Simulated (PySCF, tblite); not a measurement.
**C₆H₁₀NP: infrared bands and NMR shifts**

What infrared bands and NMR shifts should C₆H₁₀NP (`CP(C)n1cccc1`) show?

Programs: tblite 0.8.0 and PySCF 2.14.0, with density-fitted response routines of our own. Each step states its level of theory. These are calculated values for one molecule in the gas phase, unless marked as measured. Atoms are numbered from 0 throughout.

## 1. The starting structure

18 atoms, charge 0, multiplicity 1; geometry from: GFN2-xTB.

Bonds of the start (Å): C0–P1 1.85, P1–C2 1.85, P1–N3 1.73, N3–C4 1.37, C4–C5 1.36, C5–C6 1.41, C6–C7 1.36, C7–N3 1.37, C0–H8 1.09, C0–H9 1.09, C0–H10 1.09, C2–H11 1.09, C2–H12 1.09, C2–H13 1.09, C4–H14 1.07, C5–H15 1.07, C6–H16 1.07, C7–H17 1.07.

## 2. Vibrational analysis with GFN2-xTB

The job: settings as JSON, then the geometry in Å.

```
{"job": {"kind": "ir", "xc": "GFN2-xTB", "basis": "xTB"}, "charge": 0, "multiplicity": 1}
C     -1.673862     1.361880    -0.808368
P     -1.098309     0.623192     0.791959
C     -1.940780    -1.020564     0.629756
N      0.501211     0.161609     0.325080
C      1.599678     0.489350     1.076532
C      2.717274    -0.001321     0.472553
C      2.292323    -0.660880    -0.702838
C      0.936177    -0.544332    -0.764956
H     -2.729023     1.611268    -0.714274
H     -1.538371     0.675971    -1.642691
H     -1.116751     2.277529    -0.998049
H     -3.007862    -0.879069     0.790226
H     -1.778792    -1.463393    -0.351419
H     -1.560431    -1.691933     1.397505
H      1.484177     1.050105     1.984156
H      3.728054     0.092814     0.818723
H      2.920159    -1.160598    -1.414991
H      0.256368    -0.915310    -1.507224
```

**Question.** This job is followed by: GIAO PBE0/pcSseg-1 NMR shielding, non-relativistic, gas phase. Predict these results of the whole session: strongest single infrared mode (GFN2-xTB); zero-point energy (GFN2-xTB); 13C shifts against TMS (PBE0/pcSseg-1, means over atoms taken as alike); 1H shifts against TMS (PBE0/pcSseg-1, means over atoms taken as alike); 31P shifts against H3PO4 (PBE0/pcSseg-1); 15N shifts against NH3 (PBE0/pcSseg-1).

As calculated:

```
                                                               quantity                   value
                              strongest single infrared mode (GFN2-xTB)   1228 cm⁻¹, 131 km/mol
                                           zero-point energy (GFN2-xTB)           90.8 kcal/mol
13C shifts against TMS (PBE0/pcSseg-1, means over atoms taken as alike)  126.0, 116.8, 22.3 ppm
 1H shifts against TMS (PBE0/pcSseg-1, means over atoms taken as alike)    6.88, 6.49, 1.43 ppm
                               31P shifts against H3PO4 (PBE0/pcSseg-1)                 6.5 ppm
                                 15N shifts against NH3 (PBE0/pcSseg-1)               184.8 ppm
```

What this shows: All 48 modes are real, so the xTB geometry is a minimum. The strongest single mode, at 1228 cm⁻¹, has its largest shares on N3, C5 and C6 (the list is cut at 3 atoms). GFN2-xTB is a fitted tight-binding method: band positions and strengths are rough. Its intensities can rank the bands wrongly. At PBE0/pcSseg-1: The largest span, 232 ppm, is at P1, where the paramagnetic term is -655 ppm. NICS(1)zz of -29 ppm above the planar ring from N3 marks a diatropic (aromatic) ring current.
